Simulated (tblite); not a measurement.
# H4NO3W: the cost of one run

Computed with tblite 0.8.0 and PySCF 2.14.0; each step states its level. No surroundings beyond the atoms listed, unless a continuum is named. Atoms count from 0, parts from 1.

### Step 1. The system as given

9 atoms, charge 1, multiplicity 1; geometry: distance geometry start.

### Step 2. Relaxing the cluster with GFN2-xTB

Job settings and geometry (Å):

```
{"job": {"kind": "relax", "xc": "GFN2-xTB", "basis": "xTB"}, "charge": 1, "multiplicity": 1}
O      1.234201    -1.373225     1.526061
W     -0.068979    -0.065426     2.172829
O      0.385505     1.689589     1.397541
O      0.024469     0.038015     4.102028
N     -1.891496    -0.590558     1.598625
H      1.713934    -2.013051     2.083656
H     -2.250103     0.072233     0.894148
H     -1.890791    -1.529158     1.213377
H     -2.526380    -0.572235     2.394725
```

Level: GFN2-xTB geometry optimisation, gas phase.

Launch:

```
> OMP_NUM_THREADS=1 python cluster_run.py task.json out
```

The driver reads the jobs from task.json and runs them one after another.

**Question.** How long does this first job take on 1 thread of Arm Neoverse N1, shared host?

About 1 s.
